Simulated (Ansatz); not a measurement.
Predict the output of the script below (the Python package of Ansatz (0.2.0)).

`eos_lapw_alru.py`
```python
"""All-electron equation of state of AlRu."""

import logging
import sys

import ansatz as az
from ase.eos import EquationOfState
from ase.units import GPa
import numpy as np

logging.basicConfig(stream=sys.stdout, format="%(name)s: %(message)s")
log = logging.getLogger("calc")
log.setLevel(logging.INFO)

VECTORS = np.array([
    [2.9916, 0.0, 0.0],
    [0.0, 2.9916, 0.0],
    [0.0, 0.0, 2.9916],
])
SITES = [
    ("Al", (0.0, 0.0, 0.0)),
    ("Ru", (0.5, 0.5, 0.5)),
]


def make_crystal(cell):
    crystal = az.Crystal(lattice=az.Lattice.of(cell))
    for symbol, position in SITES:
        crystal = crystal.atom(symbol, position)
    return crystal


def main() -> None:
    volumes, energies = [], []
    for scale in np.linspace(0.92, 1.08, 5):
        cell = VECTORS * scale ** (1 / 3)
        setup = (
            make_crystal(cell).calculation()
            .scf(self_checks="low")
            .mixing("anderson", beta=0.1)
            .occupations("Marzari-Vanderbilt")
            .functional("lda")
            .kpoints(10, 10, 10)
            .pseudopotentials("all_electron", lapw=True)
        )
        data = setup.run(threads=1).report
        volumes.append(abs(np.linalg.det(cell)) / len(SITES))
        energies.append(data["free_energy_ev"] / len(SITES))
        log.info(f"{scale:.3f} {volumes[-1]:9.4f} A^3/atom {energies[-1]:16.5f} eV/atom  (estimated basis error {1000 * data['lapw_basis_errors']['total_ev_per_atom']:.2f} meV/atom)")
    v0, e0, bulk = EquationOfState(volumes, energies, eos="birchmurnaghan").fit()
    log.info(f"V0 = {v0:.4f} A^3/atom, B0 = {bulk / GPa:.1f} GPa")


if __name__ == "__main__":
    main()
```

```console
$ python eos_lapw_alru.py
calc: 0.920   12.3160 A^3/atom     -64879.57651 eV/atom  (estimated basis error 0.06 meV/atom)
calc: 0.960   12.8514 A^3/atom     -64879.59608 eV/atom  (estimated basis error 0.07 meV/atom)
calc: 1.000   13.3869 A^3/atom     -64879.58288 eV/atom  (estimated basis error 0.06 meV/atom)
calc: 1.040   13.9224 A^3/atom     -64879.54348 eV/atom  (estimated basis error 0.06 meV/atom)
calc: 1.080   14.4579 A^3/atom     -64879.48318 eV/atom  (estimated basis error 0.06 meV/atom)
calc: V0 = 12.8836 A^3/atom, B0 = 231.8 GPa
```

A third-order Birch-Murnaghan fit through the 5 points has its minimum at 12.88 Å³ an atom, 3.8 % below the typed cell, with a bulk modulus of 232 GPa and dB/dP = 4.4. From that minimum the energy rises by 19.6 meV an atom on the compressed side and 113.0 meV on the expanded side.

The settings weren't tested for convergence. The run is spin-unpolarised. The mesh is modest for a metal, so energies can be off by several to tens of meV an atom and pressures by half a GPa or more; differences at equal mesh fare better. The structure is a deposited one; some such entries were measured under pressure or heat, so a shift against it needn't be the functional's error alone. It ran for 91 s on 1 thread of Arm Neoverse V1, on a shared host, peak memory 0.44 GiB.
